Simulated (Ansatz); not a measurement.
# GaH4N: the cost of one run

Method: RKS PBE0-D4/def2-SVP, in Ansatz 0.2.0.

## (1) The starting structure

Bond lengths: Ga1–N2 1.930 Å, N2–H3 1.060 Å, N2–H4 1.060 Å, Ga1–H5 1.570 Å, Ga1–H6 1.570 Å. Angles: Ga1–N2–H3 120.0°, Ga1–N2–H4 120.0°, H3–N2–H4 120.0°, N2–Ga1–H5 120.0°, N2–Ga1–H6 120.0°, H5–Ga1–H6 120.0°.

Structure file:

```xyz
6

Ga    0.0000    0.0000    0.0000
N     0.0000    0.0000    1.9300
H    -0.8770   -0.2713    2.4600
H     0.8770    0.2713    2.4600
H     1.3596    0.0000   -0.7850
H    -1.3596    0.0000   -0.7850
```

## (2) Preparing the start

input.yaml

```yaml
crystal:
  periodic: [false, false, false]
  atoms:
    - { symbol: Ga, position_ang: [0.0, 0.0, 0.0] }
    - { symbol: "N", position_ang: [0.0, 0.0, 1.93] }
    - { symbol: H, position_ang: [-0.877, -0.2713, 2.46] }
    - { symbol: H, position_ang: [0.877, 0.2713, 2.46] }
    - { symbol: H, position_ang: [1.3596, 0.0, -0.785] }
    - { symbol: H, position_ang: [-1.3596, 0.0, -0.785] }
basis:
  gaussian: { orbitals: def2-SVP }
hamiltonian:
  xc: pbe0
  dispersion: d4
relax:
  f_tol: 0.02
  max_steps: 40
output:
  orbitals: {}
```

Started as:

```
ansatz run input.yaml --threads 1 --pin off --max-ram 2048MiB --backend cpu --events-out ev --progress --plain --runs-dir out
```

Q: Estimate wall time and peak memory on 1 thread of Intel Xeon Platinum 8259CL at 2.50GHz (Skylake/Cascade Lake), shared host.

About 14 s, with a peak of 0.15 GiB.
